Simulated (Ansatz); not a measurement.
# LiCl: how the settings move a single-point run

How sensitive is a single-point run of LiCl to its settings? A reference run comes first, then two runs with altered input.

Method: reference: DFT, PBE, plane-wave PAW, default files, scalar-relativistic, in Ansatz 0.2.0.

### 1 The starting structure

It takes space group Fm-3m (No. 225, cubic). The conventional cell has a = 5.084 Å, b = 5.084 Å, c = 5.084 Å, α = 90.00°, β = 90.00°, γ = 90.00°. Around Li (site symmetry m-3m) lie 6 Cl at 2.54 Å. Cl (site symmetry m-3m) is surrounded by 6 Li at 2.54 Å.

Structure file:

```xyz
2
Lattice="0.0000 2.5421 2.5421 2.5421 0.0000 2.5421 2.5421 2.5421 0.0000" Properties=species:S:1:pos:R:3 pbc="T T T"
Li    0.0000    0.0000    0.0000
Cl    2.5421    2.5421    2.5421
```

### 2 Reference

input.yaml

```yaml
crystal:
  lattice:
    - [0.0, 2.542122339, 2.542122339]
    - [2.542122339, 0.0, 2.542122339]
    - [2.542122339, 2.542122339, 0.0]
  atoms:
    - { symbol: Li, position: [0.0, 0.0, 0.0] }
    - { symbol: Cl, position: [0.5, 0.5, 0.5] }
kpoints:
  mp_grid: { grid: [9, 9, 9] }
scf:
  occupations: { method: fermi_dirac, width: 0.02 }
hamiltonian:
  xc: pbe
  pseudopotentials: { kind: paw }
output:
  forces: true
  stress: true
  populations: true
  efg:
    quadrupole_moments_barn: { Li: -0.0401, Cl: -0.08112 }
    contact_densities: true
```

The run is started by

```bash
$ ansatz run input.yaml --threads 1 --pin off --max-ram 2560MiB --backend cpu --events-out ev --progress --plain --runs-dir out
```

### 3 Again, with occupations.method methfessel_paxton, occupations.width 0.3, accuracy high

Edit input.yaml of step 2 so:

```diff
@@ -11,3 +11,3 @@
 scf:
-  occupations: { method: fermi_dirac, width: 0.02 }
+  occupations: { method: methfessel_paxton, width: 0.3 }
 hamiltonian:
@@ -22 +22,2 @@
     contact_densities: true
+accuracy: high
```

### 4 Changing settings: mp_grid.grid [6, 6, 6], occupations.method gaussian, occupations.width 0.025

Edit input.yaml of step 2 so:

```diff
@@ -9,5 +9,5 @@
 kpoints:
-  mp_grid: { grid: [9, 9, 9] }
+  mp_grid: { grid: [6, 6, 6] }
 scf:
-  occupations: { method: fermi_dirac, width: 0.02 }
+  occupations: { method: gaussian, width: 0.025 }
 hamiltonian:
```

Before running it: what results should come out? Wanted: for each run, ending; energy change; pressure; gap; force.

**Answer**, as computed:

| run | ending | energy change | pressure (GPa) | gap (eV) | force (eV/Å) | cycles | time |
| --- | --- | --- | --- | --- | --- | --- | --- |
| reference | converged | 0 | 1.3 | 6.48 | 0.00 | 6 | 1.8 s |
| 1: occupations.method methfessel_paxton, occupations.width 0.3, accuracy high | converged | 0.0 meV/atom (σ→0) | 1.3 | 6.48 | 0.00 | 9 | 2 s |
| 2: mp_grid.grid [6, 6, 6], occupations.method gaussian, occupations.width 0.025 | converged | +0.1 meV/atom (σ→0) | 1.3 | 6.48 | 0.00 | 6 | 1.4 s |

Residual by cycle in the longest SCF loop of each run; runs are numbered as in the table. The quantity is the density residual dr2, in eV.

| cycle | reference | run 1 | run 2 |
| --- | --- | --- | --- |
| 1 | 3.2e-5 | 3.2e-5 | 1.3e-5 |
| 2 | 3.3e-5 | 3.3e-5 | 4.5e-6 |
| 3 | 7.9e-6 | 7.9e-6 | 1.6e-6 |
| 4 | 8.5e-7 | 8.5e-7 | 5.3e-8 |
| 5 | 4.8e-7 | 4.8e-7 | 9.4e-10 |
| 6 | 9.1e-8 | 8.9e-8 | 2.3e-11 |
| 7 | - | 2.9e-9 | - |
| 8 | - | 2.5e-10 | - |
| 9 | - | 6.1e-12 | - |

What this shows: Among the runs that keep the physical model, «mp_grid.grid [6, 6, 6], occupations.method gaussian, occupations.width 0.025» moves the energy most (+0.1 meV/atom) and «occupations.method methfessel_paxton, occupations.width 0.3, accuracy high» least (0.0 meV/atom).
